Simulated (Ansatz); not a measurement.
BaTiO₃, space group Amm2, a scan of the Hubbard U

Program: the Python package of Ansatz (0.2.0).

Input file `batio3.extxyz`:
```text
5
Lattice="3.9855 0.0 0.0 0.0 2.8369 2.84515 0.0 -2.8369 2.84515" Properties=species:S:1:pos:R:3 pbc="T T T"
Ba    0.00000000    0.00000000    0.00000000
Ti    1.99275000    0.00000000    2.91570972
O     0.00000000   -0.00000000    2.77345222
O     1.99275000   -1.38043554    4.25941716
O     1.99275000    1.38043554    4.25941716
```

The script, `plus_u_batio3.py`:
```python
"""DFT+U scan for BaTiO3."""

import ansatz as az
import numpy as np
import pandas as pd

XC = "pbesol"
KMESH = (4, 4, 4)
SMEARING = "fixed"


def count_gap(report):
    # lowest empty less highest filled band, counting bands; zero where they overlap
    return max(report.get("gap_by_band_count_ev") or 0.0, 0.0)

structure = az.Crystal.from_extxyz("batio3.extxyz")

calculation = (
    structure.calculation()
    .functional(XC)
    .kpoints(mesh=KMESH, center="gamma")  # the mesh must be finer for metals
    .occupations(SMEARING)  # whole-number filling, right only where there is a gap
    .band_table()  # levels at the mesh points
)
rows = []
for u in [0.0, 2.0, 4.0, 6.0]:
    summary = calculation.hubbard("Ti", "d", u_eff=u).run().report
    shell = summary["hubbard"]["n_scf"]
    rows.append((u, count_gap(summary), sum(shell) / len(shell), summary["n_iterations"]))
print(pd.DataFrame(rows, columns=["U_eff eV", "gap by band count eV", "Ti d occupation (projector)", "iterations"]).round(4).to_string(index=False))
print("eigenvalues of the first occupation matrix at the last U, by spin:")
for channel in summary["hubbard"]["n_eig"][0]:
    print("  ", " ".join(f"{n:.3f}" for n in channel))
```

Running `python plus_u_batio3.py` prints:
```text
DeckWarning: basis.ecutwfc = 420 eV, auto-derived from the records' recommended cutoffs: set by Ba (normal level)
 U_eff eV  gap by band count eV  Ti d occupation (projector)  iterations
      0.0                1.8590                       2.3804           9
      2.0                2.0583                       2.2953           9
      4.0                2.2925                       2.2051           9
      6.0                2.5716                       2.1097           9
eigenvalues of the first occupation matrix at the last U, by spin:
   0.161 0.161 0.163 0.285 0.285
```
(Warnings from the package without file and line.)

From U = 0 to 6 eV the gap on the mesh goes from 1.86 eV to 2.57 eV.

Caveats:
- Spin is left out of this run.
- Semilocal gaps usually lie well under measured ones.
- Under fixed occupations the level called the Fermi level is the highest filled one on the SCF mesh; off the mesh a filled band can lie a little above it.
- The structure is a deposited one; some such entries were measured under pressure or heat, so a shift against it needn't be the functional's error alone.
- Gaps and levels are Kohn-Sham values on a finite set of k-points, without spin-orbit coupling.
- Shell occupations and the effect of U depend on the projectors; a run with no .spin step is spin-unpolarised, and each U may end in a state that isn't the lowest.
- Finished in 25 s on 1 thread of Arm Neoverse V1, with other jobs on the host, peak memory 0.48 GiB.
